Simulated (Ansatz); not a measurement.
# r2SCAN0/STO-3G run of BCl (SMILES [B]Cl)

What is the electronic atomisation energy of BCl at r2SCAN0/STO-3G? 

Program for the calculation: Ansatz 0.2.0.

40 further runs of the same task are left out: 1 that didn't finish, 39 set aside as unsound or not needed.

## 1. The structure to begin with

BCl: 2 atoms, total charge 0, spin state singlet. As SMILES, `[B]Cl`. The shape is that of a PBE0-D4/def2-TZVP optimisation.

Bond lengths: B1–Cl2 1.718 Å.

## 2. A single-point energy at r2SCAN0/STO-3G

molecule.yaml

```yaml
crystal:
  periodic: [false, false, false]
  atoms:
    - symbol: B
      position_ang: [-0.000000, -0.000000, -0.069660]
    - symbol: Cl
      position_ang: [0.000000, 0.000000, 1.648190]
basis:
  gaussian:
    orbitals: STO-3G
hamiltonian:
  xc: {name: r2SCAN0}
accuracy: high
```

Started as:

```console
$ ansatz run molecule.yaml --threads 1 --pin off --max-ram 3480MiB --events-out events.jsonl --progress --plain --runs-dir runs
```

Standard output:

```text
Warning: RAYON_NUM_THREADS=1 ignored (pool sized by the plan → 1); use --threads N
Functional definition: r2SCAN0
  name "r2SCAN0"
  parameter a = 0.25
  parameter k0 = 0.174
  parameter k1 = 0.065
  parameter a1 = 4.9479
  exchange = (1 - a)*r2scan_x(k0 = k0, k1 = k1, a1 = a1) + a*exact_x
  correlation = r2scan_c
224 factors; integrals over basis functions are off by at most 2.1e-8 eV
mean field evaluation 1: about -13050.1981 eV, gradient 8.9e0 eV
mean field evaluation 2: about -13050.2192 eV, gradient 9.6e0 eV
mean field evaluation 4: about -13050.5972 eV, gradient 4.6e-3 eV
mean field evaluation 8: about -13050.5987 eV, gradient 4.6e-4 eV
mean field -13050.59869689 eV, -479.6006560972 hartree, gradient 5.7e-8 eV, S^2 0.000000; 0 other end points of the search recorded, 0 dependent functions left out
reference -13050.59869708 eV, -479.6006561043 hartree; 11, 11 occupied and 3, 3 virtual orbitals, 224 factors
Total energy: -13050.59869708 eV, -479.6006561043 hartree
```

It took 0.87 s on 1 thread of Intel Xeon Platinum 8488C (Sapphire Rapids), shared host; peak memory 0.12 GiB.

## 3. The B atom, same level

input.yaml

```yaml
crystal:
  periodic: [false, false, false]
  atoms:
    - {symbol: B, position_ang: [0.000000, 0.000000, 0.000000]}
basis:
  gaussian: {orbitals: STO-3G}
magnetization: {spin_polarized: true, initial_magnetization: 1}
accuracy: high
hamiltonian: {xc: {name: r2SCAN0}}
```

Run the same way, it converges to -24.25616 Eh (log not shown).

## 4. The Cl atom, same level

run.yaml

```yaml
crystal:
  periodic: [false, false, false]
  atoms:
    - {symbol: Cl, position_ang: [0.000000, 0.000000, 0.000000]}
basis:
  gaussian: {orbitals: STO-3G}
magnetization: {spin_polarized: true, initial_magnetization: 1}
hamiltonian: {xc: {name: r2SCAN0}}
accuracy: high
```

Run the same way, it converges to -455.13078 Eh (log not shown).

## 5. Outcome

Level: r2SCAN0/STO-3G.

| quantity | value |
| --- | --- |
| molecule: total energy | -479.60066 Eh |
| B atom: total energy | -24.25616 Eh |
| B atom: ⟨S²⟩ | 0.750 |
| Cl atom: total energy | -455.13078 Eh |
| Cl atom: ⟨S²⟩ | 0.750 |
| electronic atomisation energy | 5.816 eV |

In words: Taking the molecule apart into free atoms costs 5.82 eV (134 kcal/mol), before zero-point energy and without spin-orbit coupling. In a minimal basis such a difference can be off by several eV, whatever the method.
